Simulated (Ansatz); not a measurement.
# GaCNCl2 (SMILES N#[C][Ga]([Cl])[Cl]) at CCSD/cc-pVDZ

Aim: the electronic atomisation energy of GaCNCl2 at CCSD/cc-pVDZ, from 5 runs. 

The results are computed with Ansatz 0.2.0.

74 further runs of the same task are left out: 1 that didn't finish, 73 set aside as unsound or not needed. Runs told in other sessions of the task aren't counted.

## (1) The system as given

GaCNCl2 has 5 atoms, charge 0, and is taken as a singlet. As SMILES, `N#[C][Ga]([Cl])[Cl]`. The coordinates come from a PBE0-D4/def2-TZVP relaxation.

Bond lengths: N1–C2 1.152 Å, C2–Ga3 1.918 Å, Ga3–Cl4 2.106 Å, Ga3–Cl5 2.106 Å. Angles: N1–C2–Ga3 180.0°, C2–Ga3–Cl4 119.8°, C2–Ga3–Cl5 119.8°, Cl4–Ga3–Cl5 120.5°.

## (2) A single-point energy at CCSD/cc-pVDZ

Contents of molecule.yaml:

```yaml
crystal:
  periodic: [false, false, false]
  atoms:
    - {symbol: N, position_ang: [0.909600, -1.318100, 1.914000]}
    - {symbol: C, position_ang: [0.493500, -0.715000, 1.025200]}
    - {symbol: Ga, position_ang: [-0.199400, 0.288700, -0.455700]}
    - {symbol: Cl, position_ang: [-1.735500, -0.526200, -1.643200]}
    - {symbol: Cl, position_ang: [0.581700, 2.197000, -0.881800]}
basis:
  gaussian: {orbitals: cc-pVDZ}
scf: {omitted_lower_state_checks: [cluster_reference, increment]}
correlation: {method: ccsd, frozen_orbitals: {C: 1, Cl: 5, Ga: 9, "N": 1}}
accuracy: high
```

Run with:

```sh
ansatz run molecule.yaml --threads 1 --pin off --max-ram 3480MiB --events-out events.jsonl --progress --plain --runs-dir runs
```

Output, shortened:

```text
Warning: RAYON_NUM_THREADS=1 ignored (pool sized by the plan → 1); use --threads N
Functional definition: HF
  name "HF"
[...]
1994 factors; integrals over basis functions are off by at most 4.4e-9 eV
[...]
mean field -79856.47002766 eV, -2934.6711448568 hartree, gradient 1.4e-8 eV, S^2 0.000000; 0 other end points of the search recorded, 0 dependent functions left out
21 core orbitals not correlated: weight in the atoms' cores, before any rotation towards them, 1.000 or more for the frozen orbitals, at most 0.000 for the correlated occupied ones
reference -79856.47002766 eV, -2934.6711448568 hartree; 18, 18 occupied and 52, 52 virtual orbitals, 1994 factors
second order -16.67564534 eV of doubles, -0.00000000 eV of singles
cycle   1  -16.89526609 eV  change   -2.2e-1 eV  update   1.0e-1
[...]
cycle  20  -17.46052569 eV  change   7.3e-11 eV  update   4.3e-9
Total energy: -79873.93055335 eV, -2935.3128073409 hartree
Checks for a lower state left out: cluster_reference, increment
```

Run time: 17 s. Hardware: 1 thread of Intel Xeon Platinum 8375C at 2.90GHz (Ice Lake), shared host; peak memory 0.48 GiB.

## (3) The C atom

Contents of job.yaml:

```yaml
basis:
  gaussian:
    orbitals: cc-pVDZ
crystal:
  periodic: [false, false, false]
  atoms:
    - {symbol: C, position_ang: [0.000000, 0.000000, 0.000000]}
scf:
  omitted_lower_state_checks: [cluster_reference, increment]
magnetization:
  spin_polarized: true
  initial_magnetization: 2
accuracy: high
correlation:
  method: ccsd
  frozen_orbitals: {C: 1}
```

Run with:

```sh
ansatz run job.yaml --threads 1 --pin off --max-ram 3480MiB --events-out events.jsonl --progress --plain --runs-dir runs
```

Output, shortened:

```text
Warning: RAYON_NUM_THREADS=1 ignored (pool sized by the plan → 1); use --threads N
Functional definition: HF
  name "HF"
[...]
96 factors; integrals over basis functions are off by at most 2.2e-9 eV
[...]
mean field -1025.50311696 eV, -37.6865444373 hartree, gradient 3.1e-8 eV, S^2 2.006315; 3 other end points of the search recorded, 0 dependent functions left out
1 core orbitals not correlated: weight in the atoms' cores, before any rotation towards them, 1.000 or more for the frozen orbitals, at most 0.000 for the correlated occupied ones
reference -1025.50311696 eV, -37.6865444373 hartree; 3, 1 occupied and 10, 12 virtual orbitals, 96 factors
second order -1.40860440 eV of doubles, -0.00000000 eV of singles
cycle   1  -1.78903123 eV  change   -3.8e-1 eV  update   4.6e-2
[...]
cycle  15  -1.98388429 eV  change   2.0e-10 eV  update  1.5e-10
Total energy: -1027.48700125 eV, -37.7594508403 hartree
Checks for a lower state left out: cluster_reference, increment
```

Wall time 0.16 s (1 thread of Intel Xeon Platinum 8375C at 2.90GHz (Ice Lake), shared host).

## (4) The Cl atom at the same level

Contents of run.yaml:

```yaml
crystal:
  periodic: [false, false, false]
  atoms:
    - symbol: Cl
      position_ang: [0.000000, 0.000000, 0.000000]
basis:
  gaussian: {orbitals: cc-pVDZ}
correlation: {method: ccsd, frozen_orbitals: {Cl: 5}}
magnetization: {spin_polarized: true, initial_magnetization: 1}
scf: {omitted_lower_state_checks: [cluster_reference, increment]}
accuracy: high
```

Run with:

```sh
ansatz run run.yaml --threads 1 --pin off --max-ram 3480MiB --events-out events.jsonl --progress --plain --runs-dir runs
```

Output, shortened:

```text
Warning: RAYON_NUM_THREADS=1 ignored (pool sized by the plan → 1); use --threads N
Functional definition: HF
  name "HF"
[...]
141 factors; integrals over basis functions are off by at most 3.0e-9 eV
[...]
mean field -12502.84675428 eV, -459.4711434857 hartree, gradient 1.7e-8 eV, S^2 0.755667; 2 other end points of the search recorded, 0 dependent functions left out
5 core orbitals not correlated: weight in the atoms' cores, before any rotation towards them, 1.000 or more for the frozen orbitals, at most 0.000 for the correlated occupied ones
reference -12502.84675428 eV, -459.4711434857 hartree; 4, 3 occupied and 9, 10 virtual orbitals, 141 factors
second order -2.98777101 eV of doubles, -0.00000000 eV of singles
cycle   1  -3.35504379 eV  change   -3.7e-1 eV  update   3.1e-2
[...]
cycle  14  -3.44483155 eV  change  -5.5e-10 eV  update  5.9e-10
Total energy: -12506.29158583 eV, -459.5977387102 hartree
Checks for a lower state left out: cluster_reference, increment
```

Wall time 0.28 s (1 thread of Intel Xeon Platinum 8375C at 2.90GHz (Ice Lake), shared host).

## (5) The Ga atom

Contents of input.yaml:

```yaml
crystal:
  periodic: [false, false, false]
  atoms:
    - symbol: Ga
      position_ang: [0.000000, 0.000000, 0.000000]
basis:
  gaussian:
    orbitals: cc-pVDZ
magnetization:
  spin_polarized: true
  initial_magnetization: 1
correlation:
  method: ccsd
  frozen_orbitals: {Ga: 9}
accuracy: high
scf:
  omitted_lower_state_checks: [cluster_reference, increment]
```

Run the same way, it converges to -1923.25198 Eh (log not shown).

## (6) The N atom

Contents of job.yaml:

```yaml
crystal:
  periodic: [false, false, false]
  atoms:
    - {symbol: N, position_ang: [0.000000, 0.000000, 0.000000]}
basis:
  gaussian:
    orbitals: cc-pVDZ
magnetization:
  spin_polarized: true
  initial_magnetization: 3
correlation:
  method: ccsd
  frozen_orbitals: {"N": 1}
accuracy: high
scf:
  omitted_lower_state_checks: [cluster_reference, increment]
```

Run the same way, it converges to -54.47787 Eh (log not shown).

## (7) What came out

Level: CCSD/cc-pVDZ, 21 core orbitals frozen.

| quantity | value |
| --- | --- |
| molecule: total energy | -2935.31281 Eh |
| molecule: correlation energy (21 core orbitals frozen) | -641.7 mEh |
| molecule: T1 diagnostic | 0.011 |
| C atom: total energy | -37.75945 Eh |
| C atom: correlation energy (1 core orbital frozen) | -72.9 mEh |
| C atom: ⟨S²⟩ of the reference determinant | 2.006 |
| C atom: T1 diagnostic | 0.007 |
| Cl atom: total energy | -459.59774 Eh |
| Cl atom: correlation energy (5 core orbitals frozen) | -126.6 mEh |
| Cl atom: ⟨S²⟩ of the reference determinant | 0.756 |
| Cl atom: T1 diagnostic | 0.005 |
| Ga atom: total energy | -1923.25198 Eh |
| Ga atom: correlation energy (9 core orbitals frozen) | -59.8 mEh |
| Ga atom: ⟨S²⟩ of the reference determinant | 0.760 |
| Ga atom: T1 diagnostic | 0.007 |
| N atom: total energy | -54.47787 Eh |
| N atom: correlation energy (1 core orbital frozen) | -86.8 mEh |
| N atom: ⟨S²⟩ of the reference determinant | 3.754 |
| N atom: T1 diagnostic | 0.004 |
| electronic atomisation energy | 17.089 eV |

In words: Taking the molecule apart into free atoms costs 17.09 eV (1649 kJ/mol), before zero-point energy and without spin-orbit coupling.
